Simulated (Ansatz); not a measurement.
# C₂H₇ClGe: one species, many methods

An exercise on one series of results from a longer session: the logs are not shown, and one member is left open.

Computed with Ansatz 0.2.0, Gaussian basis. Level: functionals in def2-TZVPP, the program's frozen cores in correlated methods.

Levels to be run: PBE-D4, r2SCAN-D4, PBE0-D4, B3LYP-D4, ωB97X-V, ωB97M-V, B2PLYP; CCSD(T)/def2-TZVPP; MP2/def2-QZVPP; extrapolation to the limit.

### The geometry

An earlier PBE0-D4 in a triple-zeta def2 set relaxation fixed the geometry.

11 atoms, charge 0, spin multiplicity 1.

Atoms are counted from 1 here; the program's logs count them from 0.

Bond lengths: C1–C2 1.511 Å, C1–H5 1.094 Å, C1–H6 1.092 Å, C1–H7 1.092 Å, C2–Cl3 1.797 Å, C2–Ge4 1.974 Å, C2–H8 1.091 Å, Ge4–H9 1.534 Å, Ge4–H10 1.541 Å, Ge4–H11 1.535 Å. Angles: C2–C1–H5 109.8°, C2–C1–H6 111.1°, C2–C1–H7 111.3°, H5–C1–H6 108.2°, H5–C1–H7 108.2°, H6–C1–H7 108.1°, C1–C2–Cl3 110.3°, C1–C2–Ge4 113.6°, C1–C2–H8 110.7°, Cl3–C2–Ge4 107.8°, Cl3–C2–H8 105.2°, Ge4–C2–H8 108.9°, C2–Ge4–H9 109.7°, C2–Ge4–H10 108.9°, C2–Ge4–H11 108.3°, H9–Ge4–H10 109.8°, H9–Ge4–H11 110.5°, H10–Ge4–H11 109.6°.

Set-up of the first run:

in.yaml reads:

```yaml
crystal:
  periodic: [false, false, false]
  atoms:
    - {symbol: C, position_ang: [-0.626631, 1.284722, 0.158221]}
    - {symbol: C, position_ang: [0.516441, 0.387190, -0.256728]}
    - {symbol: Cl, position_ang: [1.978826, 0.749227, 0.722400]}
    - {symbol: Ge, position_ang: [0.121747, -1.537153, -0.061542]}
    - {symbol: H, position_ang: [-1.499369, 1.089302, -0.471854]}
    - {symbol: H, position_ang: [-0.357216, 2.338115, 0.052188]}
    - {symbol: H, position_ang: [-0.910022, 1.110233, 1.198197]}
    - {symbol: H, position_ang: [0.807004, 0.586185, -1.289185]}
    - {symbol: H, position_ang: [1.336069, -2.361370, -0.507398]}
    - {symbol: H, position_ang: [-1.097197, -1.888506, -0.936660]}
    - {symbol: H, position_ang: [-0.204353, -1.814744, 1.412862]}
basis:
  gaussian: {orbitals: def2-TZVPP}
hamiltonian: {xc: pbe, dispersion: d4}
output: {forces: true, orbitals: {seedname: orbitals}}
```

Run with:

```
$ ansatz run in.yaml --threads 4 --pin off --events-out ev --progress --plain --max-ram 10444MiB
```

Among the steps run: PBE-D4 (GGA); r2SCAN-D4 (meta-GGA); PBE0-D4 (hybrid); B3LYP-D4 (hybrid); ωB97X-V (range-separated); ωB97M-V (range-separated); B2PLYP (double hybrid); CCSD(T) in def2-TZVPP; MP2 in def2-QZVPP.

One table of the session follows, with a row left open; its other results are not shown here.

| method | atomisation energy (kcal/mol) |
| --- | --- |
| PBE-D4 | 877.2 |
| r2SCAN-D4 | 871.2 |
| PBE0-D4 | 869.4 |
| B3LYP-D4 | 865.5 |
| ωB97X-V | 872.5 |
| ωB97M-V | 868.7 |
| B2PLYP | ? |
| HF/def2-TZVPP | 645.4 |
| MP2/def2-TZVPP | 857.1 |
| CCSD/def2-TZVPP | 842.4 |
| CCSD(T)/def2-TZVPP | 853.5 |
| MP2/CBS | 875.3 |
| CCSD(T)/CBS | 871.7 |

**Question.** Estimate the row for B2PLYP.

**Answer.** atomisation energy (kcal/mol): 857.4. In the column «atomisation energy (kcal/mol)» it lies between MP2/def2-TZVPP (857.1) and B3LYP-D4 (865.5).
